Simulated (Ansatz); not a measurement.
**AlBGeH₆: a ladder of functionals and wavefunction methods**

How much do the methods differ for AlBGeH₆? The plan is to run it at one geometry with functionals of several rungs and with coupled cluster, and see how far each lands from CCSD(T) at the basis-set limit for the atomisation energy.

Computed with Ansatz 0.2.0, Gaussian basis. Level: functionals in def2-TZVPP, the program's frozen cores in correlated methods.

The runs, in order: LDA (SPW92), PBE-D4, revPBE-D4, BLYP-D4, r2SCAN-D4, B97M-V, PBE0-D4, B3LYP-D4, r2SCANh-D4, r2SCAN0-D4, HSE06-D4, BHLYP-D4, CAM-B3LYP-D4, LC-ωPBE, ωB97X-V, ωB97M-V, B2PLYP, PBE-QIDH; CCSD(T)/def2-SVP; CCSD(T)/def2-TZVPP; MP2/def2-QZVPP; extrapolation to the limit; RPA on PBE.

## 1. The geometry

All runs share one geometry, relaxed beforehand with PBE0-D4 in a triple-zeta def2 set.

SMILES `[AlH2][BH][GeH3]`, 9 atoms, charge 0, spin multiplicity 1.

Atoms are counted from 1 here; the program's logs count them from 0.

Bond lengths: Al1–B2 2.104 Å, Al1–H4 1.592 Å, Al1–H5 1.593 Å, B2–Ge3 2.064 Å, B2–H6 1.200 Å, Ge3–H7 1.545 Å, Ge3–H8 1.541 Å, Ge3–H9 1.541 Å. Angles: B2–Al1–H4 120.8°, B2–Al1–H5 120.3°, H4–Al1–H5 118.9°, Al1–B2–Ge3 123.9°, Al1–B2–H6 123.2°, Ge3–B2–H6 112.9°, B2–Ge3–H7 107.4°, B2–Ge3–H8 114.9°, B2–Ge3–H9 112.1°, H7–Ge3–H8 107.0°, H7–Ge3–H9 107.3°, H8–Ge3–H9 107.6°.

## 2. LDA

This LDA is Slater exchange with PW92 correlation.

in.yaml reads:

```yaml
crystal:
  periodic: [false, false, false]
  atoms:
    - {symbol: Al, position_ang: [-0.978835, 1.068052, -1.488032]}
    - {symbol: B, position_ang: [0.506348, 0.656819, -0.055801]}
    - {symbol: Ge, position_ang: [0.525733, -1.032842, 1.128809]}
    - {symbol: H, position_ang: [-0.859949, 0.500576, -2.971230]}
    - {symbol: H, position_ang: [-2.275970, 1.899782, -1.084817]}
    - {symbol: H, position_ang: [1.448818, 1.374122, 0.138180]}
    - {symbol: H, position_ang: [1.678098, -1.933596, 0.632070]}
    - {symbol: H, position_ang: [-0.762683, -1.877485, 1.076069]}
    - {symbol: H, position_ang: [0.807041, -0.701630, 2.607752]}
basis:
  gaussian: {orbitals: def2-TZVPP}
hamiltonian: {xc: lda}
output: {orbitals: {seedname: orbitals}}
```

Launch:

```
> ansatz run in.yaml --threads 2 --pin off --events-out ev --progress --plain --max-ram 4352MiB
```

After this run come: PBE-D4 (GGA); revPBE-D4 (GGA); BLYP-D4 (GGA); r2SCAN-D4 (meta-GGA); B97M-V (meta-GGA); B3LYP-D4 (hybrid); r2SCANh-D4 (hybrid); r2SCAN0-D4 (hybrid); HSE06-D4 (hybrid); BHLYP-D4 (hybrid); CAM-B3LYP-D4 (range-separated); LC-ωPBE (range-separated); ωB97X-V (range-separated); ωB97M-V (range-separated); B2PLYP (double hybrid); PBE-QIDH (double hybrid); CCSD(T) in def2-SVP; CCSD(T) in def2-TZVPP; MP2 in def2-QZVPP; RPA on PBE orbitals.

Before running them: what should the planned runs give, taken together? Wanted: atomisation energy, CCSD(T)/CBS; farthest beyond LDA; mean size of error, GGA; mean size of error, meta-GGA; mean size of error, hybrid; mean size of error, range-separated; mean size of error, double hybrid; gap, smallest and largest; T1 diagnostic.

**Answer**, as computed:

| quantity | value |
| --- | --- |
| atomisation energy, CCSD(T)/CBS | 2349.2 kJ/mol |
| functionals within 23.5 kJ/mol (1.0 %) | r2SCAN-D4, B3LYP-D4, r2SCANh-D4, r2SCAN0-D4, BHLYP-D4, CAM-B3LYP-D4, LC-ωPBE, ωB97X-V, ωB97M-V |
| farthest beyond LDA | revPBE-D4 (-66.9 kJ/mol) |
| mean size of error, GGA | 46.5 kJ/mol |
| mean size of error, meta-GGA | 33.9 kJ/mol |
| mean size of error, hybrid | 16.5 kJ/mol |
| mean size of error, range-separated | 15.0 kJ/mol |
| mean size of error, double hybrid | 32.3 kJ/mol |
| gap, smallest and largest | 2.39 eV (LDA (SPW92)), 9.47 eV (LC-ωPBE) |
| T1 diagnostic | 0.0127 |
| triples share of the correlation energy | 3.1 % |

In words: LDA overbinds by 246.7 kJ/mol (11 %). PBE-D4 misses by -31.2 kJ/mol. Double hybrids carry the basis error of their MP2 part in triple zeta, and no dispersion term here, so their miss is partly the set-up's. The rungs range-separated, hybrid miss on average by less than the doubt on the reference (23.5 kJ/mol), so they tie. Misses under about 23.5 kJ/mol are within the doubt on the reference itself, which lacks core-valence correlation, relativity and higher excitations, and its outer-core shells are covered unevenly. Hartree-Fock recovers 77 % of the binding; the rest is correlation. CCSD(T) in def2-SVP is off by -125.7 kJ/mol, so the small basis spoils what the method gains. Orbital gaps span 2.4 to 9.5 eV; exact exchange widens them. Correlated methods include outer-core shells of Ge, which these sets cover unevenly.
